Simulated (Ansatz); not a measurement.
# C3H6BFO: a ladder of functionals and wavefunction methods

One table from this session's results is given with a row withheld; the runs are named, their logs left out.

Program: Ansatz 0.2.0, Gaussian basis. Level of theory: functionals in def2-TZVPP, the program's frozen cores in correlated methods. These are calculated values, not measurements.

Plan: PBE-D4, r2SCAN-D4, PBE0-D4, B3LYP-D4, ωB97X-V, ωB97M-V, B2PLYP; CCSD(T)/def2-TZVPP; MP2/def2-QZVPP; extrapolation to the limit.

## The relaxed structure

The geometry comes from an earlier relaxation with PBE0-D4 in a triple-zeta def2 set; it is a stationary point, not always the lowest conformer.

SMILES `CB(O)/C=C/F`, 12 atoms, charge 0, spin multiplicity 1.

Atoms are counted from 1 here; the program's logs count them from 0.

Bond lengths: C1–B2 1.572 Å, C1–H7 1.094 Å, C1–H8 1.095 Å, C1–H9 1.095 Å, B2–O3 1.367 Å, B2–C4 1.552 Å, O3–H10 0.959 Å, C4–C5 1.325 Å, C4–H11 1.087 Å, C5–F6 1.334 Å, C5–H12 1.085 Å. Angles: B2–C1–H7 114.5°, B2–C1–H8 110.2°, B2–C1–H9 110.4°, H7–C1–H8 107.8°, H7–C1–H9 107.8°, H8–C1–H9 105.6°, C1–B2–O3 121.9°, C1–B2–C4 121.2°, O3–B2–C4 116.9°, B2–O3–H10 112.8°, B2–C4–C5 121.0°, B2–C4–H11 121.6°, C5–C4–H11 117.5°, C4–C5–F6 123.0°, C4–C5–H12 125.2°, F6–C5–H12 111.8°.

Set-up of the first run:

File in.yaml:

```yaml
crystal:
  periodic: [false, false, false]
  atoms:
    - {symbol: C, position_ang: [0.061745, -1.670147, 0.691496]}
    - {symbol: B, position_ang: [0.363279, -0.237767, 0.118484]}
    - {symbol: O, position_ang: [1.639051, 0.235509, -0.010875]}
    - {symbol: C, position_ang: [-0.784237, 0.705702, -0.329364]}
    - {symbol: C, position_ang: [-0.526046, 1.911351, -0.813800]}
    - {symbol: F, position_ang: [-1.480579, 2.754511, -1.210233]}
    - {symbol: H, position_ang: [0.949144, -2.238610, 0.983708]}
    - {symbol: H, position_ang: [-0.489207, -2.264629, -0.045442]}
    - {symbol: H, position_ang: [-0.595011, -1.600378, 1.565276]}
    - {symbol: H, position_ang: [2.301073, -0.393735, 0.282485]}
    - {symbol: H, position_ang: [-1.826641, 0.406627, -0.259076]}
    - {symbol: H, position_ang: [0.464425, 2.336364, -0.938660]}
basis:
  gaussian: {orbitals: def2-TZVPP}
hamiltonian: {xc: pbe, dispersion: d4}
output: {forces: true, orbitals: {seedname: orbitals}}
```

Command:

```bash
$ ansatz run in.yaml --threads 4 --pin off --events-out ev --progress --plain --max-ram 10444MiB
```

Among the steps run: PBE-D4 (GGA); r2SCAN-D4 (meta-GGA); PBE0-D4 (hybrid); B3LYP-D4 (hybrid); ωB97X-V (range-separated); ωB97M-V (range-separated); B2PLYP (double hybrid); CCSD(T) in def2-TZVPP; MP2 in def2-QZVPP.

One table of the session follows, with a row left open; its other results are not shown here.

It belongs to the step «Atomisation energies». 

```
            method  atoms, summed (eV)  atomisation energy (kJ/mol)
            PBE-D4           -8589.940                       5204.1
         r2SCAN-D4           -8596.657                       5091.9
           PBE0-D4           -8591.598                       5094.0
          B3LYP-D4           -8602.110                       5063.7
           ωB97X-V           -8598.773                       5057.6
           ωB97M-V           -8598.142                       5078.5
            B2PLYP           -8595.497                       5020.5
     HF/def2-TZVPP           -8567.125                       3752.3
    MP2/def2-TZVPP           -8582.943                       5049.2
   CCSD/def2-TZVPP           -8585.953                       4851.0
CCSD(T)/def2-TZVPP           -8586.326                       4929.0
           MP2/CBS           -8586.032                       5166.2
       CCSD(T)/CBS                   ?                            ?
```

Estimate the missing values for CCSD(T)/CBS.

**Answer.** atoms, summed (eV): -8589.415; atomisation energy (kJ/mol): 5045.9. In the column «atoms, summed (eV)» it lies between PBE-D4 (-8589.940) and CCSD(T)/def2-TZVPP (-8586.326).

Caveats from the session: Free atoms (3 C, 1 B, 1 O, 1 F, 6 H) were run apart at each level; the atomisation energy is their sum less the molecule, without zero-point or spin-orbit terms.
